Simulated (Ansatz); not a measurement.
Crystal: Hf2Pd2Se2Br2O3.

```
CELL_PARAMETERS angstrom
7.58666 -1.70971 -1.17576
7.58666 1.70971 -1.17576
-2.02446 0.00000 13.05155
ATOMIC_POSITIONS crystal
Hf 0.94514 0.94514 0.06144
Hf 0.60628 0.60628 0.28309
Pd 0.17920 0.17920 0.50964
Pd 0.32286 0.32286 0.74307
Se 0.92232 0.92232 0.84566
Se 0.78991 0.78991 0.58800
Br 0.58645 0.58645 0.04520
Br 0.24604 0.24604 0.28651
O 0.59701 0.59701 0.42127
O 0.38554 0.38554 0.07302
O 0.03094 0.03094 0.22169
```

The cell was built by a generator and needn't be a form met in nature.

- Program: Ansatz 0.2.0
- Task: relaxation of cell and atoms
- Functional: PBE
- Dispersion: D3(BJ)
- Potentials or basis: Ansatz PAW
- Cutoff: 420 eV (not typed: the program's choice for these potentials)
- k mesh: 6 × 6 × 2
- Occupations: fermi-dirac, width 0.05 eV
- Spin: no spin polarisation

At the start: volume 30.04 Å³/atom.

Problem. How do energy, volume and symmetry change on relaxing?

Solution. It ends after 27 steps and the volume is 20.12 Å³/atom (-33.0 %); space group Cm (No. 8, to 0.05 Å).

The path:
```csv
step,energy change (eV),largest force (eV/Å),volume (Å³)
1,0.0000,0.1300,330.44
2,-0.0655,0.2357,314.51
3,-0.1404,0.4491,296.58
4,-0.2384,0.3952,280.00
5,-0.3380,0.2935,264.76
6,-0.3924,0.3222,249.81
7,-0.4085,0.2347,249.98
8,-0.4234,0.3248,245.94
9,-0.4341,0.2949,240.33
10,-0.4655,0.0903,237.38
11,-0.4878,0.2315,232.98
12,-0.5163,0.2475,226.73
13,-0.5392,0.2077,220.55
14,-0.5528,0.1102,223.57
15,-0.5607,0.1614,222.54
16,-0.5624,0.0584,223.32
17,-0.5635,0.0450,223.05
18,-0.5640,0.0252,222.91
19,-0.5641,0.0208,222.91
20,-0.5642,0.0180,222.85
21,-0.5643,0.0116,222.81
22,-0.5644,0.0032,222.77
23,-0.5386,0.0092,222.77
24,-0.5411,0.0148,221.26
25,-0.5412,0.0151,221.25
26,-0.5412,0.0061,221.29
27,-0.5395,0.0064,221.29
```

Final structure:
```
Hf Pd Se Br O
1.0
     6.08866   -1.69670   -0.10814
     6.08866    1.69670   -0.10814
    -0.15050    0.00000   10.71299
Hf Pd Se Br O
2 2 2 2 3
Direct
  0.96909 0.96909 0.03708
  0.59115 0.59115 0.30969
  0.11616 0.11616 0.55668
  0.34630 0.34630 0.74469
  0.98522 0.98522 0.78096
  0.75758 0.75758 0.59315
  0.64751 0.64751 0.01521
  0.26555 0.26555 0.29942
  0.52420 0.52420 0.46584
  0.38951 0.38951 0.04753
  0.01942 0.01942 0.22833
```

Caveat: the volume moved by over 15 % at a fixed basis, so the end points are rough; the plane-wave basis is chosen anew once the cell has moved, so the energies of steps on either side of that aren't comparable.
